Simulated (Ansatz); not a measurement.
Runs of Ansatz 0.2.0 on RhN. Symmetry: P-6m2, No. 187, hexagonal system. Conventional cell: a = 2.963 Å, b = 2.963 Å, c = 2.892 Å, α = 90.00°, β = 90.00°, γ = 120.00°. Rh (site symmetry -6m2) is surrounded by 6 N at 2.24 Å. N (site symmetry -6m2) has 6 Rh at 2.24 Å as nearest neighbours. The cell comes from a database or a generator and needn't be the stable form of this composition.

```csv
level,spin,U,gap on the mesh (eV),pressure (GPa),moment (μB)
PBEsol+U,"collinear, program default start",Rh d U = 5 eV,none,-20.3,0.00
PBE+U,"collinear, random start",Rh d U = 7 eV,none,(a),0.38
PBEsol+U,"collinear, ferromagnetic start",Rh d U = 5 eV,none,-20.3,0.00
PBE+U,"collinear, random start",Rh d U = 2 eV,none,-11.3,0.00
```

Alike in all rows: task single point; potentials or basis Ansatz PAW; cell as given; k mesh 7 × 7 × 7; cutoff (eV) 420; smearing gaussian 0.05 eV.

Q: Fill in the values left out.

A: (a) 10.0.

Caveats: the magnetic or orbital state may not be the lowest; the PAW data sets come from PBE, with cores solved anew for the run's functional, which leaves a small shift of forces and pressure (some runs).

A k mesh can miss the band edges, and the runs leave out spin-orbit coupling on Rh.

A gap of «none» marks a metal or a gap under the smearing width.

Not every run made on this cell is shown here.
